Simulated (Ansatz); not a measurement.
# In2O3: the cost of one run

Program: Ansatz 0.2.0. Level of theory: DFT r2SCAN, scalar-relativistic, plane waves, PAW. These are calculated values, not measurements.

1 further run of the same task is left out (set aside as unsound or not needed). Runs told in other sessions of the task aren't counted.

## 1. The structure to begin with

The structure is trigonal, space group R-3c (No. 167). Conventional cell: a = 5.508 Å, b = 5.508 Å, c = 14.560 Å, α = 90.00°, β = 90.00°, γ = 120.00°. In (site symmetry 3) is surrounded by 6 O at 2.13 to 2.26 Å. O (site symmetry 2) is surrounded by 4 In at 2.13 to 2.26 Å.

As a file:

```xyz
10
Lattice="2.7539 1.5900 4.8534 -2.7539 1.5900 4.8534 0.0000 -3.1800 4.8534" Properties=species:S:1:pos:R:3 pbc="T T T"
In    0.0000    0.0000    5.1990
In    0.0000    0.0000    2.0811
In    0.0000    0.0000    9.3612
In    0.0000    0.0000   12.4792
O    -1.1204    1.5900    8.4935
O    -0.8167   -1.7653    8.4935
O     1.9372    0.1753    8.4935
O     1.1204   -1.5900    6.0668
O     0.8167    1.7653    6.0668
O    -1.9372   -0.1753    6.0668
```

It is the result of an earlier relaxation at this level (volume 12.75 Å³/atom; gap on the mesh: 1.80 eV).

## 2. The reference cell

Reference values: F = -25861.4693 eV; pressure 0.01 GPa; largest force 0.002 eV/Å; gap on the mesh 1.80 eV. It was computed beforehand with the settings of the runs below.

## 3. Zone-centre phonons by finite displacements

The input, input.yaml:

```yaml
crystal:
  lattice:
    - [2.7539365886, 1.5899860307, 4.8534198843]
    - [-2.7539365886, 1.5899860307, 4.8534198843]
    - [0.0, -3.1799720615, 4.8534198843]
  atoms:
    - { symbol: In, position: [0.3570704061, 0.3570704061, 0.3570704061] }
    - { symbol: In, position: [0.1429295939, 0.1429295939, 0.1429295939] }
    - { symbol: In, position: [0.6429295939, 0.6429295939, 0.6429295939] }
    - { symbol: In, position: [0.8570704061, 0.8570704061, 0.8570704061] }
    - { symbol: O, position: [0.5465740402, 0.9534259598, 0.25] }
    - { symbol: O, position: [0.25, 0.5465740402, 0.9534259598] }
    - { symbol: O, position: [0.9534259598, 0.25, 0.5465740402] }
    - { symbol: O, position: [0.4534259598, 0.0465740402, 0.75] }
    - { symbol: O, position: [0.75, 0.4534259598, 0.0465740402] }
    - { symbol: O, position: [0.0465740402, 0.75, 0.4534259598] }
basis:
  ecutwfc: 500
kpoints:
  mp_grid: { grid: [6, 6, 6] }
hamiltonian:
  xc: r2scan
scf:
  occupations: { method: gaussian, width: 0.05 }
output:
  eigenvalues: true
phonons:
  method: fd
  supercell: [1, 1, 1]
  amplitude: 0.02
  eigenvectors: true
  dielectric: false
```

Command:

```console
$ ansatz run input.yaml --threads 2 --pin off --max-ram 5120MiB --backend cpu --events-out ev --progress --plain --runs-dir out
```

Q: Estimate wall time and peak memory on 2 threads of AMD EPYC 9R45 (Zen 5), shared host.

About 2.3 min, with a peak of 2.1 GiB.
